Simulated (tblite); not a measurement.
# AlH2SeOF (SMILES [OH][Al]([F])[SeH]): GFN2-xTB

Wanted: a geometry optimisation of AlH2SeOF. Input form: a Python script.

The results are computed with tblite 0.8.0.

35 further runs of the same task are left out: 35 set aside as unsound or not needed.

## (1) The molecule

AlH2SeOF: 6 atoms, total charge 0, spin state singlet. As SMILES, `[OH][Al]([F])[SeH]`. The shape comes from GFN2-xTB, which is rough for such elements, and wasn't checked as a minimum. This is one conformer, not always the lowest. The run starts from this shape.

Bond lengths: O1–Al2 1.638 Å, Al2–F3 1.652 Å, Al2–Se4 2.287 Å, O1–H5 0.946 Å, Se4–H6 1.439 Å. Angles: O1–Al2–F3 120.9°, O1–Al2–Se4 117.5°, F3–Al2–Se4 121.6°, Al2–O1–H5 168.5°, Al2–Se4–H6 91.5°.

## (2) A structure relaxation at GFN2-xTB

geom.xyz

```xyz
6

O      1.111050     0.300950    -0.665520
Al     0.129620    -0.583250     0.303390
F      0.640970    -2.016060     0.947300
Se    -1.961820     0.241520     0.724720
H      1.803270     0.672620    -1.192450
H     -1.723090     1.384210    -0.117450
```

run.py

```python
"""GFN2-xTB geometry optimisation"""
import json
import numpy as np
from tblite.interface import Calculator
from tblite.interface import symbols_to_numbers
from scipy.optimize import minimize

symbols = list(map(str, np.loadtxt("geom.xyz", skiprows=2, usecols=0, dtype=str, ndmin=1)))
numbers = np.array(symbols_to_numbers(symbols))
positions = np.loadtxt("geom.xyz", skiprows=2, usecols=(1, 2, 3), ndmin=2) / 0.529177210903

calc = Calculator("GFN2-xTB", numbers, positions, charge=0, uhf=0)
calc.set("verbosity", 0)
calc.set("accuracy", 0.01)
last, frames, energies, grads = [None], [], [], []

def fun(x):
    calc.update(x.reshape(-1, 3))
    last[0] = calc.singlepoint(last[0])
    return float(last[0].get('energy')), last[0].get('gradient').ravel()

def show(x):
    e, g = fun(x)
    frames.append(x.reshape(-1, 3).tolist())
    energies.append(e)
    grads.append(g.reshape(-1, 3).tolist())
    print(f"{len(energies) - 1:4d} {e:16.9f} {np.abs(g).max():12.3e} {np.linalg.norm(g):12.3e}")

print("step      energy/Eh       max grad     grad norm")
show(positions.ravel())
opt = minimize(fun, positions.ravel(), jac=True, method="BFGS", callback=show, options={"gtol": 3e-05, "maxiter": 500})
print("converged:", opt.success, "-", opt.message)
fun(opt.x)
result = last[0]
final = opt.x.reshape(-1, 3)
print("final geometry (angstrom)")
for s, p in zip(symbols, final * 0.529177210903):
    print(f"{s:<2} {p[0]:12.6f} {p[1]:12.6f} {p[2]:12.6f}")
print(f"total energy: {result.get('energy') * 627.5095:.8f} kcal/mol")
eps = np.atleast_2d(result.get("orbital-energies")) * 27.211386
occ = np.atleast_2d(result.get("orbital-occupations"))
filled = occ.sum(axis=0) if eps.shape[0] == 1 else occ[0]
homo = np.nonzero(filled > 0.5)[0].max()
print(f"HOMO {eps[0, homo]:.4f} eV")
if homo + 1 < eps.shape[1]:
    print(f"LUMO {eps[0, homo + 1]:.4f} eV, gap {eps[0, homo + 1] - eps[0, homo]:.4f} eV")
mu = result.get("dipole") * 2.541746
print(f"Dipole moment: {np.linalg.norm(mu):.4f} D, components " + " ".join(f"{c:.4f}" for c in mu))
q = result.get("charges")
print("Charges:", " ".join(f"{s}{i + 1}={c:+.4f}" for i, (s, c) in enumerate(zip(symbols, q))))
out = {k: np.asarray(result.get(k)).tolist() for k in ("energy", "gradient", "charges", "dipole", "orbital-energies", "orbital-occupations")}
out.update(symbols=symbols, positions=(positions * 0.529177210903).tolist(), final=final.tolist(), frames=frames, step_energies=energies, grads=grads, success=bool(opt.success))
json.dump(out, open("results.json", "w"))
```

Started as:

```console
python run.py
```

What values should one expect? Wanted: total energy at the end; dipole moment; HOMO energy; LUMO energy; HOMO–LUMO gap.

Answer, from the run:

At GFN2-xTB:

```
               quantity         value
total energy at the end  -14.24747 Eh
          dipole moment        3.23 D
            HOMO energy     -10.81 eV
            LUMO energy      -7.27 eV
          HOMO–LUMO gap       3.53 eV
```

What this shows: At the final geometry: Bond lengths: O1–Al2 1.638 Å, Al2–F3 1.652 Å, Al2–Se4 2.287 Å, O1–H5 0.946 Å, Se4–H6 1.440 Å. Angles: O1–Al2–F3 121.2°, O1–Al2–Se4 117.5°, F3–Al2–Se4 121.3°, Al2–O1–H5 168.9°, Al2–Se4–H6 91.6°. The optimisation took 37 steps and changed the energy by -0.000 eV.
